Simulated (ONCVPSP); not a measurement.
# Pseudopotential generation for sulfur: ONCV, PBE

Task: generate the file, and judge it by its errors in other configurations, its logarithmic derivatives, its ghosts and its cutoff.

Program: ONCVPSP 4.0.1. Reference atom: PBE, scalar-relativistic, spherical and spin-unpolarised. All values are calculated.

### Step 1. Settings

Typed settings, in words:

```json
{
  "element": "sulfur (S, Z = 16)",
  "type": "optimised norm-conserving Vanderbilt (ONCV)",
  "frozen core": "[Ne]",
  "valence charge": "6",
  "reference configuration": "3s2 3p3.5 (charge +0.5)",
  "partial waves": "3s: rc 1.35 bohr, ncon 3, nbas 6, qcut 3.9 1/bohr, 1 projector; 3p: rc 1.50 bohr, ncon 4, nbas 7, qcut 5.5 1/bohr, 2 projectors, debl 1 Ha",
  "local potential": "polynomial inside 1.30 bohr (lpopt 3, dvloc0 6 Ha)",
  "core correction": "Teter function, fcfact 4.5, rcfact 1.6"
}
```

The nodes and maxima of the atom's own shells, from an earlier all-electron run, set the scale for the radii.

All-electron outer shells of the reference configuration (PBE, scalar-relativistic, ld1.x):

```
shell  level (eV)  outermost node (bohr)  outermost maximum (bohr)
   2s     -217.27                   0.13                      0.39
   2p     -162.08                      –                      0.33
   3s      -22.24                   0.60                      1.40
   3p      -11.70                   0.58                      1.57
```

### Step 2. Generation

File S.dat:

```
# ATOM AND REFERENCE CONFIGURATION
# atsym  z   nc   nv     iexc    psfile
  S 16.00    3    2        4      upf
#
#   n    l    f
    1    0    2.00
    2    0    2.00
    2    1    6.00
    3    0    2.00
    3    1    3.50
#
# PSEUDOPOTENTIAL AND OPTIMIZATION
# lmax
    1
#
#   l,   rc,      ep,       ncon, nbas, qcut
    0    1.35    0.00    3    6    3.90
    1    1.50    0.00    4    7    5.50
#
# LOCAL POTENTIAL
# lloc, lpopt,  rc(5),   dvloc0
    4    3    1.30    6.00
#
# VANDERBILT-KLEINMAN-BYLANDER PROJECTORs
# l, nproj, debl
    0    1    1.10
    1    2    1.00
#
# MODEL CORE CHARGE
# icmod, fcfact, rcfact
    3    4.50    1.60
#
# LOG DERIVATIVE ANALYSIS
# epsh1, epsh2, depsh
   -2.00    5.00    0.02
#
# OUTPUT GRID
# rlmax, drl
    6.00    0.01
#
# TEST CONFIGURATIONS
# ncnf
    4
# nvcnf
#   n    l    f
    2
    3    0    2.00
    3    1    4.00
#
    2
    3    0    2.00
    3    1    3.00
#
    2
    3    0    2.00
    3    1    2.00
#
    2
    3    0    2.00
    3    1    0.00
#
```

Command:

```
$ oncvpsp.x < S.dat > S.out
```

**Question.** What will these runs give? Wanted: cutoffs for 1 and 0.1 mHa per electron, occupied waves; bound ghosts; GHOST(+) flags; largest test error; largest phase difference near zero energy, channels read; rms error of d²Exc/dn², without and with the model core.

**Answer**, as computed:

| quantity | value |
| --- | --- |
| cutoffs for 1 and 0.1 mHa per electron, occupied waves | 39 Ha and 64 Ha |
| bound ghosts | none found |
| GHOST(+) flags | none at low energy |
| largest test error (AE − PS) | +38 meV, for 3s2 3p0 |
| largest phase difference near zero energy, channels read | 0.010 rad |
| rms error of d²Exc/dn², without and with the model core | 1.61 and 2.66 mHa |

The worst unpolarised test, 3s2 3p0, is off by 38 meV on 110.2 eV; by total energies transferability rates as fair. That test lies far up in energy; among those under 40 eV, nearer to bonding, the largest error is 8.5 meV. It counts as hard, with 39 Ha needed at the looser tolerance. At the looser tolerance the 3s wave is the slowest; 3p needs 8 Ha. It is free of bound ghosts as far as tested. Near zero energy the phases of the channels with partial waves agree within 0.010 rad.
